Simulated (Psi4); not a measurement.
**SiH3ClOF2 (SMILES [SiH3]Cl.FOF) at SAPT0-D3BJ/aug-cc-pVDZ (density fitting, density fitting for correlation, fragments set)**

We compute the interaction energy of SiH3ClOF2. The job is set up through a Python script.

The results are computed with Psi4 1.11.

7 further runs of the same task are left out: 1 that didn't finish, 6 set aside as unsound or not needed.

### Step 1. The structure to begin with

SiH3ClOF2: 8 atoms, total charge 0, spin state singlet. SMILES: `[SiH3]Cl.FOF`.

Bond lengths: Si1–Cl2 2.054 Å, F6–O7 1.366 Å, O7–F8 1.366 Å, Si1–H3 1.481 Å, Si1–H4 1.481 Å, Si1–H5 1.481 Å. Angles: F6–O7–F8 106.0°, Cl2–Si1–H3 108.5°, Cl2–Si1–H4 108.5°, Cl2–Si1–H5 108.5°, H3–Si1–H4 110.4°, H3–Si1–H5 110.4°, H4–Si1–H5 110.4°.

### Step 2. The interaction energy at SAPT0-D3BJ/aug-cc-pVDZ (density fitting, density fitting for correlation, fragments set)

clf2h3osi.py

```python
import psi4

psi4.set_memory('1600 MB')
psi4.set_num_threads(1)
psi4.core.set_output_file('run.log', False)

mol = psi4.geometry("""
0 1
Si    -0.121980     0.033300    -0.022600
Cl     1.828320    -0.498800     0.338200
H     -0.960880    -0.473600     1.087400
H     -0.544680    -0.571000    -1.306600
H     -0.200780     1.510100    -0.096400
--
0 1
F     -0.095320     3.467850     4.046590
O      0.945110     3.911010     3.281070
F      2.018690     3.137380     3.621460
symmetry c1
no_reorient
no_com
""")

psi4.set_options({
    'basis': 'aug-cc-pVDZ',
    'reference': 'rhf',
    'scf_type': 'df',
    'freeze_core': 'true',
})

E, wfn = psi4.energy("sapt0-d3bj", return_wfn=True)
print('E =', round(E, 9))
```

Command:

```sh
$ python clf2h3osi.py
```

Q: Predict the results. Wanted: interaction energy; dispersion energy.

Answer, from the run:

At SAPT0-D3BJ/aug-cc-pVDZ (density fitting, density fitting for correlation, fragments set):

| quantity | value |
| --- | --- |
| interaction energy | -0.68 kJ/mol |
| dispersion energy | -89.34 kJ/mol |
